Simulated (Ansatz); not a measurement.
# Pb27S26 (Galena): the cost of one run

Program: Ansatz 0.2.0. Level of theory: DFT, PBE, plane-wave PAW, default files, scalar-relativistic, as far as a step names no other. These are calculated values, not measurements.

The COD entry's cell or inner coordinates are ideal or old and differ from later refinements, so a difference from it is no clean test against experiment.

## 1. The system as given

The structure is cubic, space group Fm-3m (No. 225). Conventional cell: a = 17.794 Å, b = 17.794 Å, c = 17.794 Å, α = 90.00°, β = 90.00°, γ = 90.00°. Around Pb (site symmetry 3m) lie 6 S at 2.97 Å. Pb (site symmetry 4mm) is surrounded by 5 S at 2.97 Å. Around Pb (site symmetry mm2) lie 6 S at 2.97 Å. Pb (site symmetry m-3m) is surrounded by 6 S at 2.97 Å. Around S (site symmetry mm2) lie 6 Pb at 2.97 Å. Around S (site symmetry 3m) lie 6 Pb at 2.97 Å. Around S (site symmetry 4mm) lie 6 Pb at 2.97 Å.

As a file:

```
CELL_PARAMETERS angstrom
0.00000 8.89725 8.89725
8.89725 0.00000 8.89725
8.89725 8.89725 0.00000
ATOMIC_POSITIONS crystal
Pb 0.00000 0.00000 0.00000
Pb 0.00000 0.00000 0.33333
Pb 0.00000 0.00000 0.66667
Pb 0.00000 0.33333 0.00000
Pb 0.00000 0.33333 0.33333
Pb 0.00000 0.33333 0.66667
Pb 0.00000 0.66667 0.00000
Pb 0.00000 0.66667 0.33333
Pb 0.00000 0.66667 0.66667
Pb 0.33333 0.00000 0.00000
Pb 0.33333 0.00000 0.33333
Pb 0.33333 0.00000 0.66667
Pb 0.33333 0.33333 0.00000
Pb 0.33333 0.33333 0.33333
Pb 0.33333 0.33333 0.66667
Pb 0.33333 0.66667 0.00000
Pb 0.33333 0.66667 0.33333
Pb 0.33333 0.66667 0.66667
Pb 0.66667 0.00000 0.00000
Pb 0.66667 0.00000 0.33333
Pb 0.66667 0.00000 0.66667
Pb 0.66667 0.33333 0.00000
Pb 0.66667 0.33333 0.33333
Pb 0.66667 0.33333 0.66667
Pb 0.66667 0.66667 0.00000
Pb 0.66667 0.66667 0.33333
Pb 0.66667 0.66667 0.66667
S 0.16667 0.16667 0.50000
S 0.16667 0.16667 0.83333
S 0.16667 0.50000 0.16667
S 0.16667 0.50000 0.50000
S 0.16667 0.50000 0.83333
S 0.16667 0.83333 0.16667
S 0.16667 0.83333 0.50000
S 0.16667 0.83333 0.83333
S 0.50000 0.16667 0.16667
S 0.50000 0.16667 0.50000
S 0.50000 0.16667 0.83333
S 0.50000 0.50000 0.16667
S 0.50000 0.50000 0.50000
S 0.50000 0.50000 0.83333
S 0.50000 0.83333 0.16667
S 0.50000 0.83333 0.50000
S 0.50000 0.83333 0.83333
S 0.83333 0.16667 0.16667
S 0.83333 0.16667 0.50000
S 0.83333 0.16667 0.83333
S 0.83333 0.50000 0.16667
S 0.83333 0.50000 0.50000
S 0.83333 0.50000 0.83333
S 0.83333 0.83333 0.16667
S 0.83333 0.83333 0.50000
S 0.83333 0.83333 0.83333
```

The vacant site is at (0.167, 0.167, 0.167) in fractional coordinates of the input's cell.

## 2. Single point at the given positions

Input file input.yaml:

```yaml
crystal:
  lattice:
    - [0.0, 8.89725, 8.89725]
    - [8.89725, 0.0, 8.89725]
    - [8.89725, 8.89725, 0.0]
  atoms:
    - { symbol: Pb, position: [0.0, 0.0, 0.0] }
    - { symbol: Pb, position: [0.0, 0.0, 0.3333333333] }
    - { symbol: Pb, position: [0.0, 0.0, 0.6666666667] }
    - { symbol: Pb, position: [0.0, 0.3333333333, 0.0] }
    - { symbol: Pb, position: [0.0, 0.3333333333, 0.3333333333] }
    - { symbol: Pb, position: [0.0, 0.3333333333, 0.6666666667] }
    - { symbol: Pb, position: [0.0, 0.6666666667, 0.0] }
    - { symbol: Pb, position: [0.0, 0.6666666667, 0.3333333333] }
    - { symbol: Pb, position: [0.0, 0.6666666667, 0.6666666667] }
    - { symbol: Pb, position: [0.3333333333, 0.0, 0.0] }
    - { symbol: Pb, position: [0.3333333333, 0.0, 0.3333333333] }
    - { symbol: Pb, position: [0.3333333333, 0.0, 0.6666666667] }
    - { symbol: Pb, position: [0.3333333333, 0.3333333333, 0.0] }
    - { symbol: Pb, position: [0.3333333333, 0.3333333333, 0.3333333333] }
    - { symbol: Pb, position: [0.3333333333, 0.3333333333, 0.6666666667] }
    - { symbol: Pb, position: [0.3333333333, 0.6666666667, 0.0] }
    - { symbol: Pb, position: [0.3333333333, 0.6666666667, 0.3333333333] }
    - { symbol: Pb, position: [0.3333333333, 0.6666666667, 0.6666666667] }
    - { symbol: Pb, position: [0.6666666667, 0.0, 0.0] }
    - { symbol: Pb, position: [0.6666666667, 0.0, 0.3333333333] }
    - { symbol: Pb, position: [0.6666666667, 0.0, 0.6666666667] }
    - { symbol: Pb, position: [0.6666666667, 0.3333333333, 0.0] }
    - { symbol: Pb, position: [0.6666666667, 0.3333333333, 0.3333333333] }
    - { symbol: Pb, position: [0.6666666667, 0.3333333333, 0.6666666667] }
    - { symbol: Pb, position: [0.6666666667, 0.6666666667, 0.0] }
    - { symbol: Pb, position: [0.6666666667, 0.6666666667, 0.3333333333] }
    - { symbol: Pb, position: [0.6666666667, 0.6666666667, 0.6666666667] }
    - { symbol: S, position: [0.1666666667, 0.1666666667, 0.5] }
    - { symbol: S, position: [0.1666666667, 0.1666666667, 0.8333333333] }
    - { symbol: S, position: [0.1666666667, 0.5, 0.1666666667] }
    - { symbol: S, position: [0.1666666667, 0.5, 0.5] }
    - { symbol: S, position: [0.1666666667, 0.5, 0.8333333333] }
    - { symbol: S, position: [0.1666666667, 0.8333333333, 0.1666666667] }
    - { symbol: S, position: [0.1666666667, 0.8333333333, 0.5] }
    - { symbol: S, position: [0.1666666667, 0.8333333333, 0.8333333333] }
    - { symbol: S, position: [0.5, 0.1666666667, 0.1666666667] }
    - { symbol: S, position: [0.5, 0.1666666667, 0.5] }
    - { symbol: S, position: [0.5, 0.1666666667, 0.8333333333] }
    - { symbol: S, position: [0.5, 0.5, 0.1666666667] }
    - { symbol: S, position: [0.5, 0.5, 0.5] }
    - { symbol: S, position: [0.5, 0.5, 0.8333333333] }
    - { symbol: S, position: [0.5, 0.8333333333, 0.1666666667] }
    - { symbol: S, position: [0.5, 0.8333333333, 0.5] }
    - { symbol: S, position: [0.5, 0.8333333333, 0.8333333333] }
    - { symbol: S, position: [0.8333333333, 0.1666666667, 0.1666666667] }
    - { symbol: S, position: [0.8333333333, 0.1666666667, 0.5] }
    - { symbol: S, position: [0.8333333333, 0.1666666667, 0.8333333333] }
    - { symbol: S, position: [0.8333333333, 0.5, 0.1666666667] }
    - { symbol: S, position: [0.8333333333, 0.5, 0.5] }
    - { symbol: S, position: [0.8333333333, 0.5, 0.8333333333] }
    - { symbol: S, position: [0.8333333333, 0.8333333333, 0.1666666667] }
    - { symbol: S, position: [0.8333333333, 0.8333333333, 0.5] }
    - { symbol: S, position: [0.8333333333, 0.8333333333, 0.8333333333] }
total_charge: 2
kpoints:
  mp_grid: { grid: [2, 2, 2] }
scf:
  occupations: { method: fermi_dirac, width: 0.01 }
hamiltonian:
  xc: pbe
  pseudopotentials: { kind: paw }
output:
  forces: true
  stress: true
  populations: true
  efg: { quadrupole_moments_barn: { S: -0.0694 }, contact_densities: true }
```

On the command line:

```bash
ansatz run input.yaml --threads 4 --pin off --max-ram 8192MiB --backend cpu --events-out ev --progress --plain --runs-dir out
```

**Question.** How long does this run take on 4 threads of Arm Neoverse V1, shared host, and how much memory does it need?

About 60 s, with a peak of 6.2 GiB.
